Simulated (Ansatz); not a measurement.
# Si: the cost of one run

Method: DFT r2SCAN, scalar-relativistic, plane waves, PAW, in Ansatz 0.2.0.

1 further run of the same task is left out (set aside as unsound or not needed). Runs told in other sessions of the task aren't counted.

## Step 1: The system as given

It takes space group I4/mmm (No. 139, tetragonal). The conventional cell has a = 6.655 Å, b = 6.655 Å, c = 3.844 Å, α = 90.00°, β = 90.00°, γ = 90.00°. Around Si (site symmetry m2m) lie 4 Si at 2.34 to 2.38 Å.

Coordinates:

```xyz
4
Lattice="-3.3273 3.3273 1.9219 3.3273 -3.3273 1.9219 3.3273 3.3273 -1.9219" Properties=species:S:1:pos:R:3 pbc="T T T"
Si    1.1895    1.1895    0.0000
Si    2.1378    2.1378    1.9219
Si    2.1378   -2.1378    1.9219
Si   -2.1378    2.1378    1.9219
```

It goes back to an entry of the Materials Project, which need not be the stable form.

It is the result of an earlier relaxation at this level (volume 21.28 Å³/atom; gap on the mesh: 0.48 eV).

## Step 2: The undisturbed cell

The input, input.yaml:

```yaml
crystal:
  lattice:
    - [-3.3273296544, 3.3273296544, 1.9218805215]
    - [3.3273296544, -3.3273296544, 1.9218805215]
    - [3.3273296544, 3.3273296544, -1.9218805215]
  atoms:
    - { symbol: Si, position: [0.1787531995, 0.1787531995, 0.3575063991] }
    - { symbol: Si, position: [0.8212468005, 0.8212468005, 0.6424936009] }
    - { symbol: Si, position: [0.1787531995, 0.8212468005, 0.0] }
    - { symbol: Si, position: [0.8212468005, 0.1787531995, 0.0] }
basis:
  ecutwfc: 500
kpoints:
  mp_grid: { grid: [10, 10, 10] }
hamiltonian:
  xc: r2scan
scf:
  occupations: { method: gaussian, width: 0.05 }
output:
  forces: true
  stress: true
  eigenvalues: true
  write_density: true
  write_potential: true
  elf: true
  volumetric_format: npy
```

The run is started by

```bash
ansatz run input.yaml --threads 2 --pin off --max-ram 5120MiB --backend cpu --events-out ev --progress --plain --runs-dir out
```

**Question.** How long does this run take on 2 threads of Intel Xeon Platinum 8488C (Sapphire Rapids), shared host, and how much memory does it need?

About 9.5 s, with a peak of 0.73 GiB.
